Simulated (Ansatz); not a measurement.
# Cl2Ge2H6O: the cost of one run

Program: Ansatz 0.2.0. Level of theory: RHF/def2-SVP. These are calculated values, not measurements.

**1. The system as given**

Bond lengths: Ge1–Ge3 2.400 Å, Ge3–H4 1.550 Å, Ge3–H5 1.550 Å, Ge3–H6 1.550 Å, Ge1–Cl7 2.218 Å, Ge1–Cl8 2.218 Å, Ge1–O9 2.070 Å, O9–H10 1.010 Å. Angles: Ge1–Ge3–H4 109.5°, Ge1–Ge3–H5 109.5°, Ge1–Ge3–H6 109.5°, H4–Ge3–H5 109.4°, H4–Ge3–H6 109.4°, H5–Ge3–H6 109.4°, Ge3–Ge1–Cl7 109.5°, Ge3–Ge1–Cl8 109.5°, Ge3–Ge1–O9 178.9°, Cl7–Ge1–Cl8 109.5°, Cl7–Ge1–O9 70.0°, Cl8–Ge1–O9 70.0°, Ge1–O9–H10 109.5°.

As a file:

```xyz
11

Ge    0.0000    0.0000    0.0000
H     0.0000    0.0000    1.9000
Ge    2.2632    0.0000   -0.7992
H     2.7487   -1.4611   -0.9782
H     2.3309    0.7367   -2.1612
H     3.1736    0.7244    0.2250
Cl   -1.0456    1.8115   -0.7393
Cl   -1.0456   -1.8115   -0.7393
O    -1.9644    0.0000    0.6527
H    -2.5095   -0.6297    0.0813
H    -0.9937    0.0000    1.8011
```

**2. Pulling towards end A**

Springs on the bonds that form and break draw the guess towards this end; the thresholds are loose.

File input.yaml:

```yaml
crystal:
  periodic: [false, false, false]
  atoms:
    - { symbol: Ge, position_ang: [0.0, 0.0, 0.0] }
    - { symbol: H, position_ang: [0.0, 0.0, 1.9] }
    - { symbol: Ge, position_ang: [2.2632, 0.0, -0.7992] }
    - { symbol: H, position_ang: [2.7487, -1.4611, -0.9782] }
    - { symbol: H, position_ang: [2.3309, 0.7367, -2.1612] }
    - { symbol: H, position_ang: [3.1736, 0.7244, 0.225] }
    - { symbol: Cl, position_ang: [-1.0456, 1.8115, -0.7393] }
    - { symbol: Cl, position_ang: [-1.0456, -1.8115, -0.7393] }
    - { symbol: O, position_ang: [-1.9644, 0.0, 0.6527] }
    - { symbol: H, position_ang: [-2.5095, -0.6297, 0.0813] }
    - { symbol: H, position_ang: [-0.9937, 0.0, 1.8011] }
basis:
  gaussian: { orbitals: def2-SVP }
hamiltonian:
  xc: hf
relax:
  f_tol: 0.15
  max_steps: 25
  restrain:
    - { distance: [0, 8], at: 2.97, k: 30.0 }
    - { distance: [10, 1], at: 1.86, k: 30.0 }
    - { distance: [0, 1], at: 1.55, k: 30.0 }
    - { distance: [10, 8], at: 1.01, k: 30.0 }
```

On the command line:

```bash
> ansatz run input.yaml --threads 4 --pin off --max-ram 5120MiB --backend cpu --events-out ev --progress --plain --runs-dir out
```

**Question.** How long does this run take on 4 threads of Arm Neoverse V1, shared host, and how much memory does it need?

About 30 s, with a peak of 0.44 GiB.
